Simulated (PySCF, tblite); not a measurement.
# C₄H₉NO₂Si: geometry, infrared bands and NMR shifts

What infrared bands and NMR shifts should C₄H₉NO₂Si (`O=CN1CCC[Si@@H]1O`) show?

Computed with tblite 0.8.0 and PySCF 2.14.0, with density-fitted response routines of our own, on a single molecule in the gas phase. Atoms count from 0, in the outputs and in this text.

### Step 1. Starting geometry

17 atoms, charge 0, multiplicity 1; geometry from: force field or distance geometry start.

Bonds of the start (Å): O0–C1 1.28, C1–N2 1.40, N2–C3 1.45, C3–C4 1.50, C4–C5 1.51, C5–Si6 1.89, Si6–O7 1.71, Si6–N2 1.80, C1–H8 1.09, C3–H9 1.14, C3–H10 1.11, C4–H11 1.11, C4–H12 1.12, C5–H13 1.07, C5–H14 1.10, Si6–H15 1.46, O7–H16 1.01.

### Step 2. Relaxing the molecule with GFN2-xTB

Job settings and geometry (Å):

```
{"job": {"kind": "relax", "xc": "GFN2-xTB", "basis": "xTB"}, "charge": 0, "multiplicity": 1}
O      2.560000    -1.876300    -0.635200
C      2.320100    -0.715000    -0.158500
N      0.983900    -0.373700     0.069400
C     -0.156200    -1.222800    -0.235800
C     -1.335900    -0.340000    -0.534200
C     -1.507600     0.534400     0.685000
Si     0.282500     1.149500     0.721300
O      0.559700     2.398800    -0.409700
H      3.173600    -0.083300     0.070200
H     -0.448700    -1.819400     0.691900
H      0.037800    -1.923500    -1.079300
H     -2.273000    -0.894000    -0.735000
H     -1.079900     0.334400    -1.385000
H     -2.214200     1.334600     0.568900
H     -1.693100    -0.143600     1.535600
H      0.735300     1.461200     2.074700
H      0.048500     2.190700    -1.254100
```

The run is started by

```console
$ OMP_NUM_THREADS=1 python probes_run.py task.json out
```

This one command runs all jobs of the session in turn.

**Question.** This job is followed by: GFN2-xTB harmonic vibrations, gas phase; GIAO PBE0/pcSseg-1 NMR shielding, non-relativistic, gas phase. What will the session give for the following? strongest single infrared mode (GFN2-xTB); zero-point energy (GFN2-xTB); 13C shifts against TMS (PBE0/pcSseg-1); 1H shifts against TMS (PBE0/pcSseg-1); 17O shifts against H2O (PBE0/pcSseg-1); 15N shifts against NH3 (PBE0/pcSseg-1); 29Si shifts against TMS (PBE0/pcSseg-1); surface potential, 1st and 99th percentile.

**Answer**, as computed:

| quantity | value |
| --- | --- |
| strongest single infrared mode (GFN2-xTB) | 1757 cm⁻¹, 729 km/mol |
| zero-point energy (GFN2-xTB) | 82.0 kcal/mol |
| 13C shifts against TMS (PBE0/pcSseg-1) | 163.9, 44.3, 26.2, 15.2 ppm |
| 1H shifts against TMS (PBE0/pcSseg-1) | 8.52, 5.00, 4.35, 2.59, 1.96, 1.93, 1.46, 0.93, 0.75 ppm |
| 17O shifts against H2O (PBE0/pcSseg-1) | 457.1, 46.3 ppm |
| 15N shifts against NH3 (PBE0/pcSseg-1) | 158.6 ppm |
| 29Si shifts against TMS (PBE0/pcSseg-1) | -11.7 ppm |
| surface potential, 1st and 99th percentile | -1.99 V and 2.48 V |

**Reading.** Over 100 steps the energy fell by 1.074 eV; of the close pairs, Si6–O7 changed most, 1.708 to 1.619 Å. No mode is imaginary among the 45: a minimum at this level. The strongest single mode, at 1757 cm⁻¹, moves mainly C1 and O0. Unscaled tight-binding wavenumbers are off by several per cent, some by more. Its intensities can rank the bands wrongly. C1 (amide carbonyl carbon) lies farthest downfield among carbon, at 163.9 ppm; it is a carbonyl in resonance with an O or N lone pair, the region of acids, esters and amides. At PBE0/pcSseg-1: The widest tensor belongs to O0: span 807 ppm, with a paramagnetic part of -521 ppm.
